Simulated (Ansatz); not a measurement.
# MnS: the cost of one run

Program: Ansatz 0.2.0. Level of theory: DFT r2SCAN, scalar-relativistic, plane waves, PAW. These are calculated values, not measurements.

1 further run of the same task is left out (set aside as unsound or not needed).

**1. The system as given**

Symmetry: F-43m, No. 216, cubic system. Conventional cell: a = 5.647 Å, b = 5.647 Å, c = 5.647 Å, α = 90.00°, β = 90.00°, γ = 90.00°. Mn (site symmetry -43m) is surrounded by 4 S at 2.45 Å. S (site symmetry -43m) is surrounded by 4 Mn at 2.45 Å.

Coordinates:

```
CELL_PARAMETERS angstrom
0.00000 2.82336 2.82336
2.82336 0.00000 2.82336
2.82336 2.82336 0.00000
ATOMIC_POSITIONS crystal
Mn 0.00000 0.00000 0.00000
S 0.25000 0.25000 0.25000
```

It is the result of an earlier relaxation at this level (volume 22.51 Å³/atom; gap on the mesh: 0.73 eV, site moments up to 4.3 μB).

**2. Volume × 0.97**

File input.yaml:

```yaml
crystal:
  lattice:
    - [0.0, 2.7948365979, 2.7948365979]
    - [2.7948365979, 0.0, 2.7948365979]
    - [2.7948365979, 2.7948365979, 0.0]
  atoms:
    - { symbol: Mn, position: [0.0, 0.0, 0.0], spin: 4.76 }
    - { symbol: S, position: [0.25, 0.25, 0.25], spin: 0.12 }
basis:
  ecutwfc: 500
kpoints:
  mp_grid: { grid: [12, 12, 12] }
hamiltonian:
  xc: r2scan
scf:
  occupations: { method: gaussian, width: 0.02 }
output:
  forces: true
  stress: true
  eigenvalues: true
  populations: true
magnetization:
  spin_polarized: true
```

The run is started by

```
ansatz run input.yaml --threads 1 --pin off --max-ram 2560MiB --backend cpu --events-out ev --progress --plain --runs-dir out
```

Q: Estimate wall time and peak memory on 1 thread of Arm Neoverse V2, shared host.

About 38 s, with a peak of 0.61 GiB.
